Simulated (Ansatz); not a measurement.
# Ti12H: the cost of one run

Program: Ansatz 0.2.0. Level of theory: DFT PBE+D3(BJ), plane waves, PAW, scalar-relativistic, no spin polarisation. These are calculated values, not measurements.

## 1. The system as given

The cell holds 13 atoms (HTi12): a = 5.900 Å, b = 8.850 Å, c = 4.685 Å, α = 90.00°, β = 90.00°, γ = 120.00°.

As a file:

```
CELL_PARAMETERS angstrom
5.90000 0.00000 0.00000
-4.42500 7.66432 0.00000
0.00000 0.00000 4.68460
ATOMIC_POSITIONS crystal
Ti 0.00000 0.00000 0.00000
Ti 0.16667 0.22222 0.50000
Ti 0.00000 0.33333 0.00000
Ti 0.16667 0.55556 0.50000
Ti 0.00000 0.66667 0.00000
Ti 0.16667 0.88889 0.50000
Ti 0.50000 0.00000 0.00000
Ti 0.66667 0.22222 0.50000
Ti 0.50000 0.33333 0.00000
Ti 0.66667 0.55556 0.50000
Ti 0.50000 0.66667 0.00000
Ti 0.66667 0.88889 0.50000
H 0.49733 0.33337 0.62459
```

## 2. Relaxing end A

Contents of input.yaml:

```yaml
crystal:
  lattice:
    - [5.9, 0.0, 0.0]
    - [-4.425, 7.664325, 0.0]
    - [0.0, 0.0, 4.6846]
  atoms:
    - { symbol: Ti, position: [0.0, 0.0, 0.0] }
    - { symbol: Ti, position: [0.1666667, 0.2222222, 0.5] }
    - { symbol: Ti, position: [0.0, 0.3333333, 0.0] }
    - { symbol: Ti, position: [0.1666667, 0.5555556, 0.5] }
    - { symbol: Ti, position: [0.0, 0.6666667, 0.0] }
    - { symbol: Ti, position: [0.1666667, 0.8888889, 0.5] }
    - { symbol: Ti, position: [0.5, 0.0, 0.0] }
    - { symbol: Ti, position: [0.6666667, 0.2222222, 0.5] }
    - { symbol: Ti, position: [0.5, 0.3333333, 0.0] }
    - { symbol: Ti, position: [0.6666667, 0.5555556, 0.5] }
    - { symbol: Ti, position: [0.5, 0.6666667, 0.0] }
    - { symbol: Ti, position: [0.6666667, 0.8888889, 0.5] }
    - { symbol: H, position: [0.4973348, 0.3333721, 0.6245945] }
basis:
  ecutwfc: 420.0
kpoints:
  mp_grid: { grid: [3, 2, 4] }
hamiltonian:
  xc: pbe
  dispersion: d3bj
scf:
  occupations: { method: fermi_dirac, width: 0.05 }
  lower_state_search: "off"
relax:
  f_tol: 0.03
  max_steps: 60
  adjacent_minimum: "off"
output:
  write_density: true
  write_potential: true
  elf: true
  volumetric_format: npy
```

Started as:

```console
$ ansatz run input.yaml --threads 4 --pin off --max-ram 10240MiB --backend cpu --events-out ev --progress --plain --runs-dir out
```

Q: Estimate wall time and peak memory on 4 threads of AMD EPYC 9R45 (Zen 5), shared host.

About 9.8 s, with a peak of 0.93 GiB.
